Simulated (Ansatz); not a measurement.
**C4H8Sn: how energies converge with the basis set**

The task here is to estimate one member of a computed series from the others.

The runs use Ansatz 0.2.0, Gaussian basis; one geometry, several basis sets.

Levels to be run: PBE0-D4/def2-SVP; ωB97M-V/def2-SVP; PBE0-D4/def2-QZVPP; ωB97M-V/def2-QZVPP; the functionals' def2-TZVPP values are taken from earlier runs.

### Structure used throughout

All runs share one geometry, relaxed beforehand with PBE0-D4 in a triple-zeta def2 set. Sn takes the def2 core potential; no spin-orbit term is included.

SMILES `C=[CH][SnH2][CH]=C`, 13 atoms, charge 0, spin multiplicity 1.

Atoms are counted from 1 here; the program's logs count them from 0.

Bond lengths: C1–C2 1.328 Å, C1–H6 1.087 Å, C1–H7 1.088 Å, C2–Sn3 2.128 Å, C2–H8 1.088 Å, Sn3–C4 2.125 Å, Sn3–H9 1.712 Å, Sn3–H10 1.712 Å, C4–C5 1.328 Å, C4–H11 1.088 Å, C5–H12 1.088 Å, C5–H13 1.087 Å. Angles: C2–C1–H6 122.2°, C2–C1–H7 121.9°, H6–C1–H7 115.9°, C1–C2–Sn3 121.9°, C1–C2–H8 118.9°, Sn3–C2–H8 119.2°, C2–Sn3–C4 107.8°, C2–Sn3–H9 109.6°, C2–Sn3–H10 111.1°, C4–Sn3–H9 111.2°, C4–Sn3–H10 107.9°, H9–Sn3–H10 109.3°, Sn3–C4–C5 122.8°, Sn3–C4–H11 118.6°, C5–C4–H11 118.6°, C4–C5–H12 122.0°, C4–C5–H13 122.3°, H12–C5–H13 115.8°.

Geometry (Å):

```xyz
13
C4H8Sn
C    -1.06774    1.91777    0.55754
C    -0.21227    1.34555    1.39622
Sn    0.75887   -0.49064    0.93294
C    -0.18406   -1.30605   -0.78846
C     0.41532   -1.37909   -1.97120
H    -1.31156    1.48128   -0.40783
H    -1.56567    2.85551    0.79443
H    -0.00701    1.82995    2.34837
H     0.63991   -1.55638    2.26700
H     2.40966   -0.23592    0.55809
H    -1.20562   -1.67010   -0.69916
H    -0.08386   -1.79143   -2.84547
H     1.43453   -1.03535   -2.12758
```

Set-up of the first run:

Contents of in.yaml:

```yaml
crystal:
  periodic: [false, false, false]
  atoms:
    - {symbol: C, position_ang: [-1.067739, 1.917770, 0.557542]}
    - {symbol: C, position_ang: [-0.212271, 1.345552, 1.396219]}
    - {symbol: Sn, position_ang: [0.758868, -0.490637, 0.932943]}
    - {symbol: C, position_ang: [-0.184062, -1.306054, -0.788465]}
    - {symbol: C, position_ang: [0.415322, -1.379090, -1.971196]}
    - {symbol: H, position_ang: [-1.311563, 1.481277, -0.407830]}
    - {symbol: H, position_ang: [-1.565674, 2.855506, 0.794432]}
    - {symbol: H, position_ang: [-0.007008, 1.829947, 2.348372]}
    - {symbol: H, position_ang: [0.639913, -1.556375, 2.266998]}
    - {symbol: H, position_ang: [2.409662, -0.235924, 0.558088]}
    - {symbol: H, position_ang: [-1.205623, -1.670097, -0.699158]}
    - {symbol: H, position_ang: [-0.083860, -1.791425, -2.845467]}
    - {symbol: H, position_ang: [1.434534, -1.035347, -2.127577]}
basis:
  gaussian: {orbitals: def2-SVP}
hamiltonian: {xc: pbe0, dispersion: d4}
output: {orbitals: {seedname: orbitals}}
```

Launch:

```bash
$ ansatz run in.yaml --threads 4 --pin off --events-out ev --progress --plain --max-ram 11315MiB
```

Among the steps run: PBE0-D4 in def2-SVP; ωB97M-V in def2-SVP; PBE0-D4 in def2-QZVPP; ωB97M-V in def2-QZVPP.

One table of the session follows, with a row left open; its other results are not shown here.

It belongs to the step «Density functionals: the series». 

```
functional       basis  HOMO (eV)  LUMO (eV)
   PBE0-D4    def2-SVP      -7.72      -0.17
   PBE0-D4  def2-TZVPP          ?          ?
   PBE0-D4  def2-QZVPP      -7.79      -0.42
   ωB97M-V    def2-SVP      -9.91       1.94
   ωB97M-V  def2-TZVPP      -9.98       1.54
   ωB97M-V  def2-QZVPP      -9.99       1.29
```

Q: Estimate the row for PBE0-D4, def2-TZVPP from the others.

**Answer.** HOMO (eV): -7.78; LUMO (eV): -0.36. In the column «HOMO (eV)» it lies between PBE0-D4, def2-QZVPP (-7.79) and PBE0-D4, def2-SVP (-7.72).
